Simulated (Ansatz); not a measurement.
**C5H14ClGeN: one species, many methods**

An exercise on one series of results from a longer session: the logs are not shown, and one member is left open.

Method: functionals in def2-TZVPP, the program's frozen cores in correlated methods; program: Ansatz 0.2.0, Gaussian basis.

Levels to be run: LDA (SPW92), PBE-D4, revPBE-D4, BLYP-D4, r2SCAN-D4, B97M-V, PBE0-D4, B3LYP-D4, r2SCANh-D4, r2SCAN0-D4, HSE06-D4, BHLYP-D4, CAM-B3LYP-D4, LC-ωPBE, ωB97X-V, ωB97M-V, B2PLYP, PBE-QIDH; CCSD(T)/def2-SVP; CCSD(T)/def2-TZVPP; MP2/def2-QZVPP; extrapolation to the limit; RPA on PBE.

## The relaxed structure

All runs share one geometry, relaxed beforehand with PBE0-D4 in a triple-zeta def2 set.

SMILES `CC(C)[NH][Ge]([CH3])([CH3])[Cl]`, 22 atoms, charge 0, spin multiplicity 1.

Atoms are counted from 1 here; the program's logs count them from 0.

Bond lengths: C1–C2 1.523 Å, C1–H9 1.095 Å, C1–H10 1.091 Å, C1–H11 1.093 Å, C2–C3 1.521 Å, C2–N4 1.457 Å, C2–H12 1.097 Å, C3–H13 1.095 Å, C3–H14 1.091 Å, C3–H15 1.093 Å, N4–Ge5 1.818 Å, N4–H16 1.012 Å, Ge5–C6 1.938 Å, Ge5–C7 1.938 Å, Ge5–Cl8 2.202 Å, C6–H17 1.090 Å, C6–H18 1.091 Å, C6–H19 1.090 Å and more. Angles: C2–C1–H9 110.2°, C2–C1–H10 111.1°, C2–C1–H11 111.2°, H9–C1–H10 107.9°, H9–C1–H11 107.7°, H10–C1–H11 108.6°, C1–C2–C3 111.3°, C1–C2–N4 112.9°, C1–C2–H12 108.2°, C3–C2–N4 109.7°, C3–C2–H12 107.8°, N4–C2–H12 106.7°, C2–C3–H13 110.3°, C2–C3–H14 110.7°, C2–C3–H15 111.2°, H13–C3–H14 108.0°, H13–C3–H15 107.7°, H14–C3–H15 108.8° and more.

The first run:

in.yaml reads:

```yaml
crystal:
  periodic: [false, false, false]
  atoms:
    - {symbol: C, position_ang: [-0.270041, -1.681692, -1.730069]}
    - {symbol: C, position_ang: [0.209682, -1.365207, -0.319468]}
    - {symbol: C, position_ang: [1.316754, -2.314381, 0.112797]}
    - {symbol: N, position_ang: [0.656914, 0.013149, -0.168763]}
    - {symbol: Ge, position_ang: [-0.465949, 1.390044, 0.214939]}
    - {symbol: C, position_ang: [-1.601523, 0.910665, 1.710840]}
    - {symbol: C, position_ang: [0.589600, 3.003330, 0.410981]}
    - {symbol: Cl, position_ang: [-1.859837, 1.803995, -1.439097]}
    - {symbol: H, position_ang: [0.551813, -1.562437, -2.443891]}
    - {symbol: H, position_ang: [-1.076082, -1.010114, -2.030221]}
    - {symbol: H, position_ang: [-0.627880, -2.712139, -1.803930]}
    - {symbol: H, position_ang: [-0.634484, -1.500362, 0.367467]}
    - {symbol: H, position_ang: [2.189625, -2.201178, -0.538438]}
    - {symbol: H, position_ang: [1.629824, -2.101846, 1.136373]}
    - {symbol: H, position_ang: [0.990118, -3.355609, 0.052852]}
    - {symbol: H, position_ang: [1.388634, 0.242997, -0.828846]}
    - {symbol: H, position_ang: [-2.231176, 1.760551, 1.975488]}
    - {symbol: H, position_ang: [-0.990527, 0.632244, 2.570903]}
    - {symbol: H, position_ang: [-2.247986, 0.074629, 1.443760]}
    - {symbol: H, position_ang: [-0.066914, 3.857180, 0.579165]}
    - {symbol: H, position_ang: [1.275207, 2.902561, 1.253728]}
    - {symbol: H, position_ang: [1.164828, 3.183618, -0.497970]}
basis:
  gaussian: {orbitals: def2-TZVPP}
hamiltonian: {xc: lda}
output: {orbitals: {seedname: orbitals}}
```

Steps of the session up to this table: LDA; PBE-D4 (GGA); revPBE-D4 (GGA); BLYP-D4 (GGA); r2SCAN-D4 (meta-GGA); B97M-V (meta-GGA); PBE0-D4 (hybrid); B3LYP-D4 (hybrid); r2SCANh-D4 (hybrid); r2SCAN0-D4 (hybrid); HSE06-D4 (hybrid); BHLYP-D4 (hybrid); CAM-B3LYP-D4 (range-separated); LC-ωPBE-D4 (range-separated; the results give it without D4); ωB97X-V (range-separated); ωB97M-V (range-separated); B2PLYP (double hybrid); PBE-QIDH (double hybrid).

One of the session's tables, all rows but one given; the rest of the session is left out.

It belongs to the step «Orbital energies across the functionals». 

| functional | HOMO (eV) | LUMO (eV) | gap (eV) |
| --- | --- | --- | --- |
| LDA (SPW92) | -5.66 | -0.39 | 5.27 |
| PBE-D4 | -5.49 | -0.17 | 5.32 |
| revPBE-D4 | ? | ? | ? |
| BLYP-D4 | -5.37 | -0.16 | 5.21 |
| r2SCAN-D4 | -5.77 | 0.30 | 6.07 |
| B97M-V | -5.90 | 0.00 | 5.91 |
| PBE0-D4 | -6.85 | 0.69 | 7.54 |
| B3LYP-D4 | -6.62 | 0.36 | 6.98 |
| r2SCANh-D4 | -6.27 | 0.62 | 6.90 |
| r2SCAN0-D4 | -7.04 | 1.06 | 8.11 |
| HSE06-D4 | -6.45 | 0.32 | 6.77 |
| BHLYP-D4 | -8.13 | 1.34 | 9.48 |
| CAM-B3LYP-D4 | -8.24 | 1.49 | 9.73 |
| LC-ωPBE | -9.60 | 2.80 | 12.40 |
| ωB97X-V | -9.26 | 2.55 | 11.80 |
| ωB97M-V | -9.17 | 2.14 | 11.31 |

**Question.** Estimate the row for revPBE-D4.

**Answer.** HOMO (eV): -5.43; LUMO (eV): -0.07; gap (eV): 5.36. In the column «HOMO (eV)» it lies between PBE-D4 (-5.49) and BLYP-D4 (-5.37).
